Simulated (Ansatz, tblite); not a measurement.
# B4P4 zinc blende hole disc (B₄P₄H₁₆): one state, many levels

How do method and basis change the picture of B4P4 zinc blende hole disc (B₄P₄H₁₆) (singlet)?

Method: as each input shows; program: Ansatz 0.2.0, Gaussian basis.

Levels to be run: GFN1-xTB, GFN2-xTB, PBE-D4/def2-TZVP, r2SCAN-D4/def2-TZVP, HF/def2-TZVP, LDA/def2-TZVP, revPBE-D4/def2-TZVP, PBE-D4/def2-SVP, PBE0-D4/def2-SVP, HF/STO-3G, CCSD(T)/def2-TZVPP, MP2/def2-TZVP, RPA/def2-TZVP.

## 1. The geometry

The singlet was relaxed beforehand with r2SCAN-D4/def2-SVP.

24 atoms, charge 0, spin multiplicity 1.

Bond lengths: B1–P5 1.946 Å, B1–P7 1.946 Å, B1–H9 1.217 Å, B1–H10 1.216 Å, B2–P6 1.946 Å, B2–P8 1.946 Å, B2–H11 1.217 Å, B2–H12 1.216 Å, B3–P5 1.946 Å, B3–P6 1.946 Å, B3–H13 1.217 Å, B3–H14 1.216 Å, B4–P7 1.946 Å, B4–P8 1.946 Å, B4–H15 1.216 Å, B4–H16 1.217 Å, P5–H17 1.419 Å, P5–H18 1.419 Å and more. Angles: P5–B1–P7 113.1°, P5–B1–H9 108.6°, P5–B1–H10 106.6°, P7–B1–H9 108.6°, P7–B1–H10 106.6°, H9–B1–H10 113.3°, P6–B2–P8 113.1°, P6–B2–H11 108.6°, P6–B2–H12 106.6°, P8–B2–H11 108.6°, P8–B2–H12 106.6°, H11–B2–H12 113.3°, P5–B3–P6 113.1°, P5–B3–H13 108.6°, P5–B3–H14 106.6°, P6–B3–H13 108.6°, P6–B3–H14 106.6°, H13–B3–H14 113.3° and more.

PBE0-D4/def2-TZVP was run before; its log isn't repeated, and its numbers join the tables.

## 2. GFN1-xTB

Tight binding, by tblite at 300 K electronic temperature and without a spin-polarisation term:

```python
tblite.interface.Calculator('GFN1-xTB', numbers, positions, charge=0, uhf=0).singlepoint()
```

Energy -672.6861 eV, HOMO -11.11 eV, LUMO -5.22 eV; 0.028 s.

## 3. GFN2-xTB

Tight binding, by tblite at 300 K electronic temperature and without a spin-polarisation term:

```python
tblite.interface.Calculator('GFN2-xTB', numbers, positions, charge=0, uhf=0).singlepoint()
```

Energy -632.2799 eV, HOMO -10.29 eV, LUMO -5.21 eV; 0.017 s.

## 4. PBE-D4/def2-TZVP

start.molden holds the orbitals of an earlier run on this state, given as this run's starting guess.

in.yaml reads:

```yaml
crystal:
  periodic: [false, false, false]
  atoms:
    - {symbol: B, position_ang: [-1.403242, 1.393859, -1.012351]}
    - {symbol: B, position_ang: [1.403432, -1.395097, -1.011411]}
    - {symbol: B, position_ang: [-1.394730, -1.402897, 1.012757]}
    - {symbol: B, position_ang: [1.394522, 1.403433, 1.011264]}
    - {symbol: P, position_ang: [-2.296522, -0.005911, 0.002043]}
    - {symbol: P, position_ang: [0.006216, -2.296105, -0.000210]}
    - {symbol: P, position_ang: [-0.006212, 2.296233, -0.002232]}
    - {symbol: P, position_ang: [2.296512, 0.006649, 0.000442]}
    - {symbol: H, position_ang: [-2.232073, 2.217848, -1.351253]}
    - {symbol: H, position_ang: [-0.856561, 0.847907, -1.951727]}
    - {symbol: H, position_ang: [2.232372, -2.219669, -1.348641]}
    - {symbol: H, position_ang: [0.856891, -0.850995, -1.951935]}
    - {symbol: H, position_ang: [-2.218838, -2.232026, 1.350656]}
    - {symbol: H, position_ang: [-0.849913, -0.856256, 1.952807]}
    - {symbol: H, position_ang: [0.849591, 0.856586, 1.951135]}
    - {symbol: H, position_ang: [2.218534, 2.232568, 1.349371]}
    - {symbol: H, position_ang: [-3.219853, -0.584105, -0.906748]}
    - {symbol: H, position_ang: [-3.218812, 0.568917, 0.914036]}
    - {symbol: H, position_ang: [-0.567715, -3.219512, -0.911635]}
    - {symbol: H, position_ang: [0.584300, -3.218354, 0.909751]}
    - {symbol: H, position_ang: [0.567857, 3.218776, -0.914449]}
    - {symbol: H, position_ang: [-0.584400, 3.219293, 0.906850]}
    - {symbol: H, position_ang: [3.217898, 0.585142, -0.910139]}
    - {symbol: H, position_ang: [3.220739, -0.566283, 0.911660]}
basis:
  gaussian: {orbitals: def2-TZVP, initial_orbitals: start.molden}
hamiltonian: {xc: pbe, dispersion: d4}
scf: {omitted_lower_state_checks: [starts]}
output: {forces: true, orbitals: {seedname: orbitals}}
```

Started as:

```
> ansatz run in.yaml --threads 2 --pin off --events-out ev --progress --plain --max-ram 22528MiB --backend cuda --devices 0, --max-vram 18GiB
```

The runs that follow: r2SCAN-D4/def2-TZVP; HF/def2-TZVP; LDA/def2-TZVP; revPBE-D4/def2-TZVP; PBE-D4/def2-SVP; PBE0-D4/def2-SVP; HF/STO-3G; CCSD(T)/def2-TZVPP; MP2/def2-TZVP; RPA/def2-TZVP.

**Question.** What will the summary of the whole plan be? Wanted: gap in def2-TZVP, named functionals and Hartree-Fock, smallest and largest; correlation energy, CCSD(T)/def2-TZVPP; correlation energy, MP2/def2-TZVP; binding an atom, CCSD(T)/def2-TZVPP; PBE0 total energy, smallest basis above largest.

As calculated:

| quantity | value |
| --- | --- |
| gap in def2-TZVP, named functionals and Hartree-Fock, smallest and largest | 5.66 eV (LDA), 13.60 eV (HF) |
| correlation energy, CCSD(T)/def2-TZVPP | -36.29 eV |
| correlation energy, MP2/def2-TZVP | -29.90 eV |
| binding an atom, CCSD(T)/def2-TZVPP | 3.176 eV |
| PBE0 total energy, smallest basis above largest | 15.71 eV (def2-SVP, def2-TZVP) |

In words: Over the named functionals and Hartree-Fock in def2-TZVP the gap runs from 5.66 eV (LDA) to 13.60 eV (HF); exact exchange widens it. A small miss in a minimal or small basis is a cancelling of errors, not accuracy. The functionals in def2-TZVP miss CCSD(T)/def2-TZVPP by +0.095 (revPBE-D4) to +0.536 eV (LDA) an atom. CCSD(T)/def2-TZVPP isn't at the basis-set limit; small misses against it rank nothing.
